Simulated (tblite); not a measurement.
# C7H9FSi: the cost of one run

The runs use tblite 0.8.0 and PySCF 2.14.0, with density-fitted response routines of our own; the level of theory stands in each step. All values are computed, except where a source is named. Atoms are numbered from 0 throughout.

## (1) The starting structure

18 atoms, charge 0, multiplicity 1; geometry from: force field or distance geometry start.

Bonds of the start (Å): F0–C1 1.37, C1–C2 1.56, C2–C3 1.35, C3–C4 1.52, C4–Si5 1.87, C4–C6 1.52, C6–C7 1.35, C7–C8 1.53, C8–C2 1.52, C8–C4 1.53, C1–H9 1.09, C1–H10 1.09, C3–H11 1.08, Si5–H12 1.48, Si5–H13 1.48, Si5–H14 1.50, C6–H15 1.08, C7–H16 1.09, C8–H17 1.09.

## (2) Geometry optimisation with GFN2-xTB

Job settings and geometry (Å):

```
{"job": {"kind": "relax", "xc": "GFN2-xTB", "basis": "xTB"}, "charge": 0, "multiplicity": 1}
F     -3.183100    -0.659700     0.896700
C     -2.744100    -0.232600    -0.323900
C     -1.186000    -0.138600    -0.291600
C     -0.209100    -0.414200    -1.183400
C      0.893300     0.024600    -0.227900
Si     2.217400    -1.199500     0.262500
C      1.212300     1.513100    -0.216700
C      0.234600     1.797900     0.671900
C     -0.218000     0.344200     0.770400
H     -3.080700    -0.955300    -1.063000
H     -3.188200     0.737000    -0.524700
H     -0.200600    -0.819200    -2.186000
H      3.220000    -1.380700    -0.809100
H      1.660500    -2.541600     0.564700
H      2.958900    -0.746500     1.479200
H      1.949200     2.117000    -0.716400
H     -0.126100     2.709000     1.139400
H     -0.219200    -0.148800     1.746300
```

On the command line:

```
$ OMP_NUM_THREADS=1 python probes_run.py task.json out
```

One launch serves the whole session: the jobs run in the order shown.

**Question.** How long does this first job take on 1 thread of Arm Neoverse N1, shared host, and how much memory does it need?

About 1.4 s, with a peak of 0.18 GiB.
